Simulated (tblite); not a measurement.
# SiN4H8 (SMILES N[Si](N)(N)N) at GFN1-xTB

We compute a structure relaxation of SiN4H8. 

The calculation is run with tblite 0.8.0.

7 further runs of the same task are left out: 7 set aside as unsound or not needed.

**1. The structure to begin with**

SiN4H8 has 13 atoms, charge 0, and is taken as a singlet. SMILES: `N[Si](N)(N)N`. The coordinates come from a PBE0-D4/def2-TZVP relaxation. This is one conformer, not always the lowest. The run starts from this shape.

Bond lengths: N1–Si2 1.717 Å, Si2–N3 1.717 Å, Si2–N4 1.716 Å, Si2–N5 1.717 Å, N1–H6 1.007 Å, N1–H7 1.007 Å, N3–H8 1.007 Å, N3–H9 1.007 Å, N4–H10 1.007 Å, N4–H11 1.007 Å, N5–H12 1.007 Å, N5–H13 1.007 Å. Some angles: N1–Si2–N3 113.2°, N1–Si2–N4 102.3°, N1–Si2–N5 113.2°, N3–Si2–N4 113.2°, N3–Si2–N5 102.3°, N4–Si2–N5 113.2°, Si2–N1–H6 120.2°, Si2–N1–H7 119.9°, Si2–N3–H8 120.2°, Si2–N3–H9 119.9°.

**2. A structure relaxation at GFN1-xTB**

job.py

```python
import json
import numpy as np
from tblite.interface import Calculator
from scipy.optimize import minimize

symbols = ["N", "Si", "N", "N", "N", "H", "H", "H", "H", "H", "H", "H", "H"]
numbers = np.array([7, 14, 7, 7, 7, 1, 1, 1, 1, 1, 1, 1, 1])
positions = np.array([
    [-0.860200, 1.428200, -0.394600],
    [0.001600, -0.002700, 0.001100],
    [-0.910600, -1.098400, 0.957100],
    [0.401700, -0.627600, -1.546700],
    [1.375300, 0.287100, 0.988700],
    [-1.375300, 1.921600, 0.315600],
    [-0.492900, 2.060200, -1.087200],
    [-1.695600, -1.585900, 0.558100],
    [-1.054000, -0.911500, 1.936200],
    [-0.300900, -0.673900, -2.266600],
    [1.065000, -1.379700, -1.632900],
    [1.854200, -0.485500, 1.422100],
    [2.012100, 1.033400, 0.763700],
]) / 0.5291772  # angstrom to bohr

calculator = Calculator("GFN1-xTB", numbers, positions, charge=0, uhf=0)
calculator.set("verbosity", 0)
calculator.set("accuracy", 0.01)
last, frames, energies, grads = [None], [], [], []

def fun(x):
    calculator.update(x.reshape(-1, 3))
    last[0] = calculator.singlepoint(last[0])
    return float(last[0].get('energy')), last[0].get('gradient').ravel()

def show(x):
    e, g = fun(x)
    frames.append(x.reshape(-1, 3).tolist())
    energies.append(e)
    grads.append(g.reshape(-1, 3).tolist())
    print(f"{len(energies) - 1:4d} {e:16.9f} {np.abs(g).max():12.3e} {np.linalg.norm(g):12.3e}")

print("step      energy/Eh       max grad     grad norm")
show(positions.ravel())
opt = minimize(fun, positions.ravel(), jac=True, method="BFGS", callback=show, options={"gtol": 3e-05, "maxiter": 500})
print("converged:", opt.success, "-", opt.message)
fun(opt.x)
wfn = last[0]
final = opt.x.reshape(-1, 3)
print("final geometry (angstrom)")
for s, p in zip(symbols, final * 0.529177210903):
    print(f"{s:<2} {p[0]:12.6f} {p[1]:12.6f} {p[2]:12.6f}")
print(f"total energy: {wfn.get('energy') * 627.5095:.8f} kcal/mol")
eps = np.atleast_2d(wfn.get("orbital-energies")) * 27.211386
occ = np.atleast_2d(wfn.get("orbital-occupations"))
filled = occ.sum(axis=0) if eps.shape[0] == 1 else occ[0]
homo = np.nonzero(filled > 0.5)[0].max()
print("  MO   occupation   energy/eV")
for i in range(max(0, homo - 4), min(eps.shape[1], homo + 5)):
    print(f"{i + 1:4d} {filled[i]:10.4f} {eps[0, i]:12.4f}")
mu = wfn.get("dipole") * 2.541746
print(f"Dipole moment: {np.linalg.norm(mu):.4f} D, components " + " ".join(f"{c:.4f}" for c in mu))
q = wfn.get("charges")
print("Charges:", " ".join(f"{s}{i + 1}={c:+.4f}" for i, (s, c) in enumerate(zip(symbols, q))))
out = {k: np.asarray(wfn.get(k)).tolist() for k in ("energy", "gradient", "charges", "dipole", "orbital-energies", "orbital-occupations")}
out.update(symbols=symbols, positions=(positions * 0.529177210903).tolist(), final=final.tolist(), frames=frames, step_energies=energies, grads=grads, success=bool(opt.success))
json.dump(out, open("results.json", "w"))
```

Launch:

```sh
$ python job.py
```

Q: Predict the results. Wanted: total energy at the end; dipole moment; HOMO energy; LUMO energy; HOMO–LUMO gap.

**Answer.** As computed:

Level: GFN1-xTB.

```
               quantity         value
total energy at the end  -19.13014 Eh
          dipole moment        0.00 D
            HOMO energy      -9.96 eV
            LUMO energy      -2.59 eV
          HOMO–LUMO gap       7.37 eV
```

**Reading.** At the final geometry: Bond lengths: N1–Si2 1.726 Å, Si2–N3 1.726 Å, Si2–N4 1.726 Å, Si2–N5 1.726 Å, N1–H6 1.006 Å, N1–H7 1.005 Å, N3–H8 1.006 Å, N3–H9 1.005 Å, N4–H10 1.005 Å, N4–H11 1.006 Å, N5–H12 1.005 Å, N5–H13 1.006 Å. Some angles: N1–Si2–N3 112.3°, N1–Si2–N4 104.0°, N1–Si2–N5 112.3°, N3–Si2–N4 112.3°, N3–Si2–N5 103.9°, N4–Si2–N5 112.3°, Si2–N1–H6 124.7°, Si2–N1–H7 125.3°, Si2–N3–H8 124.7°, Si2–N3–H9 125.3°. The optimisation took 43 steps and changed the energy by -0.175 eV.
